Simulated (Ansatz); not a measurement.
**C2H7GeNSi: a ladder of functionals and wavefunction methods**

One table from this session's results is given with a row withheld; the runs are named, their logs left out.

The runs use Ansatz 0.2.0, Gaussian basis; functionals in def2-TZVPP, the program's frozen cores in correlated methods.

Plan: PBE-D4, r2SCAN-D4, PBE0-D4, B3LYP-D4, ωB97X-V, ωB97M-V, B2PLYP; CCSD(T)/def2-TZVPP; MP2/def2-QZVPP; extrapolation to the limit.

## The relaxed structure

The geometry comes from an earlier relaxation with PBE0-D4 in a triple-zeta def2 set; it is a stationary point, not always the lowest conformer.

SMILES `[SiH3]/N=[C]1/[CH2][GeH2]1`, 12 atoms, charge 0, spin multiplicity 1.

Atoms are counted from 1 here; the program's logs count them from 0.

Bond lengths: Si1–N2 1.743 Å, Si1–H6 1.484 Å, Si1–H7 1.484 Å, Si1–H8 1.492 Å, N2–C3 1.245 Å, C3–C4 1.475 Å, C3–Ge5 1.972 Å, C4–Ge5 1.995 Å, C4–H9 1.088 Å, C4–H10 1.090 Å, Ge5–H11 1.528 Å, Ge5–H12 1.528 Å. Angles: N2–Si1–H6 108.0°, N2–Si1–H7 108.0°, N2–Si1–H8 111.5°, H6–Si1–H7 109.2°, H6–Si1–H8 110.2°, H7–Si1–H8 109.9°, Si1–N2–C3 123.8°, N2–C3–C4 138.3°, N2–C3–Ge5 151.0°, C4–C3–Ge5 69.0°, C3–C4–Ge5 67.3°, C3–C4–H9 117.6°, C3–C4–H10 114.1°, Ge5–C4–H9 125.7°, Ge5–C4–H10 111.7°, H9–C4–H10 112.9°, C3–Ge5–C4 43.6°, C3–Ge5–H11 119.8° and more.

The first run:

The input, in.yaml:

```yaml
crystal:
  periodic: [false, false, false]
  atoms:
    - {symbol: Si, position_ang: [-2.071242, 1.027942, -0.026315]}
    - {symbol: N, position_ang: [-0.351069, 1.225956, 0.170892]}
    - {symbol: C, position_ang: [0.457931, 0.280346, 0.182230]}
    - {symbol: C, position_ang: [1.919172, 0.081310, 0.208955]}
    - {symbol: Ge, position_ang: [0.922184, -1.598187, -0.199492]}
    - {symbol: H, position_ang: [-2.740368, 1.616241, 1.160361]}
    - {symbol: H, position_ang: [-2.482626, 1.777186, -1.239536]}
    - {symbol: H, position_ang: [-2.444406, -0.409587, -0.167543]}
    - {symbol: H, position_ang: [2.518222, 0.651550, -0.498440]}
    - {symbol: H, position_ang: [2.348197, 0.062711, 1.210727]}
    - {symbol: H, position_ang: [0.946206, -2.095695, -1.644499]}
    - {symbol: H, position_ang: [1.054701, -2.674973, 0.876558]}
basis:
  gaussian: {orbitals: def2-TZVPP}
hamiltonian: {xc: pbe, dispersion: d4}
output: {forces: true, orbitals: {seedname: orbitals}}
```

Run with:

```sh
$ ansatz run in.yaml --threads 4 --pin off --events-out ev --progress --plain --max-ram 10444MiB
```

Among the steps run: PBE-D4 (GGA); r2SCAN-D4 (meta-GGA); PBE0-D4 (hybrid); B3LYP-D4 (hybrid); ωB97X-V (range-separated); ωB97M-V (range-separated); B2PLYP (double hybrid); CCSD(T) in def2-TZVPP; MP2 in def2-QZVPP.

One of the session's tables, all rows but one given; the rest of the session is left out.

| method | atomisation energy (kcal/mol) |
| --- | --- |
| PBE-D4 | 994.3 |
| r2SCAN-D4 | 977.3 |
| PBE0-D4 | 974.9 |
| B3LYP-D4 | 975.4 |
| ωB97X-V | 979.6 |
| ωB97M-V | 974.1 |
| B2PLYP | 963.4 |
| HF/def2-TZVPP | 679.8 |
| MP2/def2-TZVPP | 958.9 |
| CCSD/def2-TZVPP | 930.9 |
| CCSD(T)/def2-TZVPP | 948.8 |
| MP2/CBS | 985.2 |
| CCSD(T)/CBS | ? |

Q: Estimate the row for CCSD(T)/CBS from the others.

The run gave: atomisation energy (kcal/mol): 975.1. In the column «atomisation energy (kcal/mol)» it lies between PBE0-D4 (974.9) and B3LYP-D4 (975.4).
